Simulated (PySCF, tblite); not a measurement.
**CH6BO3PSi, a small gas-phase stand-in for a defect centre: NMR shifts, core binding energies and electronic excitations**

Wanted: the NMR shifts, core binding energies and electronic excitations for `OB(O)O[C]P[SiH3]`. It is drawn as: twofold C.

Computed with tblite 0.8.0 and PySCF 2.14.0; each step states its level. No surroundings beyond the atoms listed, unless a continuum is named. Atoms count from 0, parts from 1.

### 1 The system as given

13 atoms, charge 0, multiplicity 1; geometry: distance geometry start.

### 2 Geometry optimisation with GFN2-xTB

Job settings and geometry (Å):

```
{"job": {"kind": "relax", "xc": "GFN2-xTB", "basis": "xTB"}, "charge": 0, "multiplicity": 1}
C     -1.861273     1.117973    -0.905254
O     -3.223499     1.092980    -0.620123
B     -3.927751     0.004447     0.163223
O     -4.511799    -1.081109    -0.637467
O     -3.296429    -0.372053     1.480979
P     -0.071161     1.007209    -1.035530
Si     0.837204    -0.707798    -0.026486
H     -4.007715    -1.809845    -1.044374
H     -2.368417    -0.487074     1.609888
H      0.606141     2.214001    -0.911147
H     -0.131228    -1.728902     0.145105
H      1.888120    -1.198104    -0.840985
H      1.366895    -0.301313     1.237176
```

Method: GFN2-xTB geometry optimisation, gas phase.

The run is started by

```
$ OMP_NUM_THREADS=1 python cluster_run.py task.json out
```

One launch serves the whole session: the jobs run in the order shown.

**Question.** The jobs that follow are: PBE0-D3(BJ)/def2-SVP geometry optimisation, gas phase; GIAO PBE0/pcSseg-1 NMR shielding, non-relativistic, gas phase; delta-SCF UKS SCAN, pcX-2 on the ionised atom, pcseg-1 elsewhere, spin-free X2C; TDDFT CAM-B3LYP/def2-SVPD, vertical, gas phase, core orbitals frozen in the response. Predict: point group; rotational constants (main isotopes); $^{13}$C shifts against TMS (PBE0/pcSseg-1); $^{1}$H shifts against TMS (PBE0/pcSseg-1); $^{17}$O shifts against H2O (PBE0/pcSseg-1); $^{11}$B shifts against BF3·OEt2 (PBE0/pcSseg-1); $^{31}$P shifts against H3PO4 (PBE0/pcSseg-1); $^{29}$Si shifts against TMS (PBE0/pcSseg-1); O1s binding energies, SCAN/pcX-2 (standing for 2 of 3 atoms); P2p binding energies, SCAN/pcX-2; lowest singlet (CAM-B3LYP/def2-SVPD); brightest single state of those computed; lowest triplet; vertical ionisation energy (ΔSCF); vertical electron affinity (ΔSCF).

The runs gave:

| quantity | value |
| --- | --- |
| point group | C1 |
| rotational constants (main isotopes) | 2.72, 1.24, 0.95 GHz |
| $^{13}$C shifts against TMS (PBE0/pcSseg-1) | 629.7 ppm |
| $^{1}$H shifts against TMS (PBE0/pcSseg-1) | 7.65, 4.68, 4.12, 4.00, 3.88, 3.86 ppm |
| $^{17}$O shifts against H2O (PBE0/pcSseg-1) | 487.4, 96.5, 92.3 ppm |
| $^{11}$B shifts against BF3·OEt2 (PBE0/pcSseg-1) | 12.3 ppm |
| $^{31}$P shifts against H3PO4 (PBE0/pcSseg-1) | -48.6 ppm |
| $^{29}$Si shifts against TMS (PBE0/pcSseg-1) | -96.8 ppm |
| O1s binding energies, SCAN/pcX-2 (standing for 2 of 3 atoms) | O3 540.01, O1 539.46 eV |
| P2p binding energies, SCAN/pcX-2 | P5 136.25 eV |
| lowest singlet (CAM-B3LYP/def2-SVPD) | 2.07 eV (598 nm), f = 0.001 |
| brightest single state of those computed | state 5, 5.88 eV, f = 0.122 |
| lowest triplet | 0.95 eV |
| vertical ionisation energy (ΔSCF) | 7.60 eV |
| vertical electron affinity (ΔSCF) | 0.24 eV |

The start of the PBE0/def2-SVP relaxation was shaken at random by about 0.01 Å, so part of the energy gained, and of the first lengths quoted, undoes that. Relaxing lowered the energy by 0.536 eV in 14 steps; the close pair that moved most is Si6–H12, from 1.451 to 1.496 Å (PBE0/def2-SVP). Hydrogens of an XH3 group are listed apart at this fixed geometry; free rotation makes them one line at their mean. At PBE0/pcSseg-1: Shielding is most anisotropic at C0 (span 1459 ppm, paramagnetic term -693 ppm). At SCAN/pcX-2: The O1s levels kept as sound span 0.55 eV, from O1 (oxygen bonded to C, B) up to O3 (oxygen bonded to B, H). Only 2 of the 3 O atoms are covered by sound results. The lowest singlet, at 2.07 eV, is HOMO→LUMO 0.96 and is weak; of the 6 states computed, the strongest absorption comes from state 5 at 5.88 eV. The lowest triplet lies 1.13 eV below the lowest singlet (triplets in Tamm-Dancoff, singlets in full TDDFT). The orbital energy would give 7.06 eV for ionisation, ΔSCF gives 7.60 eV. A capped cluster stands for the solid here, so long-range fields and strain are missing, and bands or shifts of the capping hydrogens have no counterpart in it.
